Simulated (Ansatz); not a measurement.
# C4H11F3Si2: vertical ionisation energy

One table from this session's results is given with a row withheld; the runs are named, their logs left out.

Method: unrestricted cation, the program's frozen cores in correlated methods; program: Ansatz 0.2.0, Gaussian basis.

Levels to be run: UKS PBE-D4/def2-TZVPP; UKS r2SCAN-D4/def2-TZVPP; UKS PBE0-D4/def2-TZVPP; UKS B3LYP-D4/def2-TZVPP; UKS wB97X-V/def2-TZVPP; UKS wB97M-V/def2-TZVPP; UKS B2PLYP/def2-TZVPP; UHF-CCSD(T)/def2-TZVPP; UHF-MP2/def2-QZVPP; extrapolation to the limit; then −ε(HOMO) from the neutral's earlier runs with LDA (SPW92), PBE-D4, revPBE-D4, BLYP-D4, r2SCAN-D4, B97M-V, PBE0-D4, B3LYP-D4, r2SCANh-D4, r2SCAN0-D4, HSE06-D4, BHLYP-D4, CAM-B3LYP-D4, LC-ωPBE, ωB97X-V, ωB97M-V.

**Structure used throughout**

All runs share one geometry, relaxed beforehand with PBE0-D4 in a triple-zeta def2 set.

SMILES `C[Si](C)(F)CC[SiH](F)F`, 20 atoms, charge 0, spin multiplicity 1.

Atoms are counted from 1 here; the program's logs count them from 0.

Bond lengths: C1–Si2 1.858 Å, C1–H10 1.093 Å, C1–H11 1.094 Å, C1–H12 1.092 Å, Si2–C3 1.859 Å, Si2–F4 1.615 Å, Si2–C5 1.873 Å, C3–H13 1.093 Å, C3–H14 1.093 Å, C3–H15 1.093 Å, C5–C6 1.536 Å, C5–H16 1.097 Å, C5–H17 1.097 Å, C6–Si7 1.855 Å, C6–H18 1.097 Å, C6–H19 1.097 Å, Si7–F8 1.592 Å, Si7–F9 1.593 Å and more. Angles: Si2–C1–H10 110.8°, Si2–C1–H11 111.0°, Si2–C1–H12 110.9°, H10–C1–H11 107.9°, H10–C1–H12 107.8°, H11–C1–H12 108.4°, C1–Si2–C3 112.5°, C1–Si2–F4 107.5°, C1–Si2–C5 112.5°, C3–Si2–F4 107.6°, C3–Si2–C5 110.6°, F4–Si2–C5 105.7°, Si2–C3–H13 110.9°, Si2–C3–H14 111.2°, Si2–C3–H15 110.7°, H13–C3–H14 108.0°, H13–C3–H15 107.8°, H14–C3–H15 108.0° and more.

As a file:

```mol
C4H11F3Si2
  3D, bonds by distance, orders not assigned

 20 19  0  0  0  0  0  0  0  0999 V2000
   -1.5389    0.2534    1.3845 C   0  0
   -0.9707    0.0132   -0.3676 Si  0  0
   -2.1704    0.7053   -1.6070 C   0  0
   -0.8598   -1.5764   -0.6295 F   0  0
    0.7478    0.6968   -0.6626 C   0  0
    1.8322    0.3213    0.3578 C   0  0
    2.1822   -1.4859    0.5882 Si  0  0
    1.1439   -2.1241    1.6119 F   0  0
    3.6140   -1.6293    1.2724 F   0  0
   -2.5486   -0.1410    1.5226 H   0  0
   -1.5542    1.3144    1.6494 H   0  0
   -0.8790   -0.2660    2.0831 H   0  0
   -2.3037    1.7810   -1.4634 H   0  0
   -1.8209    0.5418   -2.6294 H   0  0
   -3.1492    0.2302   -1.5052 H   0  0
    0.6652    1.7886   -0.7264 H   0  0
    1.0450    0.3697   -1.6665 H   0  0
    1.5879    0.7220    1.3489 H   0  0
    2.7885    0.7831    0.0832 H   0  0
    2.1889   -2.2979   -0.6447 H   0  0
  1  2  8  0
  2  3  8  0
  2  4  8  0
  2  5  8  0
  5  6  8  0
  6  7  8  0
  7  8  8  0
  7  9  8  0
  1 10  8  0
  1 11  8  0
  1 12  8  0
  3 13  8  0
  3 14  8  0
  3 15  8  0
  5 16  8  0
  5 17  8  0
  6 18  8  0
  6 19  8  0
  7 20  8  0
M  END
```

The first run:

Contents of in.yaml:

```yaml
crystal:
  periodic: [false, false, false]
  atoms:
    - {symbol: C, position_ang: [-1.538933, 0.253432, 1.384520]}
    - {symbol: Si, position_ang: [-0.970692, 0.013233, -0.367561]}
    - {symbol: C, position_ang: [-2.170358, 0.705304, -1.606980]}
    - {symbol: F, position_ang: [-0.859771, -1.576449, -0.629527]}
    - {symbol: C, position_ang: [0.747776, 0.696769, -0.662609]}
    - {symbol: C, position_ang: [1.832181, 0.321298, 0.357839]}
    - {symbol: Si, position_ang: [2.182184, -1.485927, 0.588158]}
    - {symbol: F, position_ang: [1.143882, -2.124096, 1.611949]}
    - {symbol: F, position_ang: [3.613998, -1.629332, 1.272429]}
    - {symbol: H, position_ang: [-2.548645, -0.141022, 1.522560]}
    - {symbol: H, position_ang: [-1.554240, 1.314449, 1.649435]}
    - {symbol: H, position_ang: [-0.879012, -0.266022, 2.083134]}
    - {symbol: H, position_ang: [-2.303699, 1.780993, -1.463364]}
    - {symbol: H, position_ang: [-1.820940, 0.541814, -2.629366]}
    - {symbol: H, position_ang: [-3.149223, 0.230198, -1.505197]}
    - {symbol: H, position_ang: [0.665182, 1.788581, -0.726356]}
    - {symbol: H, position_ang: [1.044963, 0.369657, -1.666478]}
    - {symbol: H, position_ang: [1.587932, 0.721969, 1.348920]}
    - {symbol: H, position_ang: [2.788464, 0.783100, 0.083181]}
    - {symbol: H, position_ang: [2.188949, -2.297939, -0.644697]}
basis:
  gaussian: {orbitals: def2-TZVPP}
total_charge: 1
magnetization: {spin_polarized: true, initial_magnetization: 1}
hamiltonian: {xc: pbe, dispersion: d4}
```

Among the steps run: Cation, UKS PBE-D4/def2-TZVPP; Cation, UKS r2SCAN-D4/def2-TZVPP; Cation, UKS PBE0-D4/def2-TZVPP; Cation, UKS B3LYP-D4/def2-TZVPP; Cation, UKS wB97X-V/def2-TZVPP; Cation, UKS wB97M-V/def2-TZVPP; Cation, UKS B2PLYP (frozen core)/def2-TZVPP; Cation, UHF-CCSD(T)/def2-TZVPP; Cation, UHF-MP2/def2-QZVPP.

One table of the session follows, with a row left open; its other results are not shown here.

It belongs to the step «Ionisation energies side by side». For comparison, −ε(HOMO) of the neutral from earlier runs:

| functional | −ε(HOMO) (eV) |
| --- | --- |
| LDA (SPW92) | 7.06 |
| PBE-D4 | 6.95 |
| revPBE-D4 | 6.90 |
| BLYP-D4 | 6.87 |
| r2SCAN-D4 | 7.24 |
| B97M-V | 7.34 |
| PBE0-D4 | 8.30 |
| B3LYP-D4 | 8.11 |
| r2SCANh-D4 | ? |
| r2SCAN0-D4 | 8.49 |
| HSE06-D4 | 7.90 |
| BHLYP-D4 | 9.60 |
| CAM-B3LYP-D4 | 9.71 |
| LC-ωPBE | 11.01 |
| ωB97X-V | 10.68 |
| ωB97M-V | 10.53 |

**Question.** Estimate the row for r2SCANh-D4.

Worked estimate for «−ε(HOMO) (eV)». Against the share of exact exchange, r2SCAN-D4 (0, 7.24), r2SCAN0-D4 (0.25, 8.49) give a slope of 5.00 per unit share; at 0.1 the line stands at 7.74.

The run gave: −ε(HOMO) (eV): 7.74. In «−ε(HOMO) (eV)» the line misses by 0.00.
